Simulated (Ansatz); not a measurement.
# BrF3Sn: the cost of one run

Computed with Ansatz 0.2.0. Level: RHF/def2-SVPD.

1 further run of the same task is left out (set aside as unsound or not needed).

### Step 1. The starting structure

SMILES `[F][Sn]([F])([F])[Br]`, 5 atoms, charge 0, spin multiplicity 1.

Atoms are counted from 1 here; the program's logs count them from 0.

Bond lengths: F1–Sn2 1.946 Å, Sn2–F3 1.946 Å, Sn2–F4 1.946 Å, Sn2–Br5 2.459 Å. Angles: F1–Sn2–F3 106.8°, F1–Sn2–F4 106.8°, F1–Sn2–Br5 112.0°, F3–Sn2–F4 106.7°, F3–Sn2–Br5 112.1°, F4–Sn2–Br5 112.1°.

As a file:

```xyz
5
BrF3Sn
F    -0.9733   -0.4931    1.6257
Sn    0.0128   -0.0664    0.0037
F     1.8448   -0.6558    0.2895
F    -0.7208   -1.1842   -1.4098
Br   -0.1137    2.3259   -0.5506
```

### Step 2. Relaxation

Input file input.yaml:

```yaml
crystal:
  periodic: [false, false, false]
  atoms:
    - { symbol: F, position_ang: [-0.973253, -0.493106, 1.625739] }
    - { symbol: Sn, position_ang: [0.012756, -0.066443, 0.003663] }
    - { symbol: F, position_ang: [1.844766, -0.655845, 0.289491] }
    - { symbol: F, position_ang: [-0.720775, -1.184184, -1.40984] }
    - { symbol: Br, position_ang: [-0.113693, 2.325878, -0.550552] }
basis:
  gaussian: { orbitals: def2-SVPD }
hamiltonian:
  xc: hf
output:
  forces: true
relax:
  f_tol: 0.003
  max_steps: 120
```

The run is started by

```
ansatz run input.yaml --threads 1 --pin off --max-ram 2560MiB --backend cpu --events-out ev --progress --plain --runs-dir out
```

**Question.** How long does this run take on 1 thread of Intel Xeon Platinum 8488C (Sapphire Rapids), shared host, and how much memory does it need?

About 37 s, with a peak of 0.43 GiB.
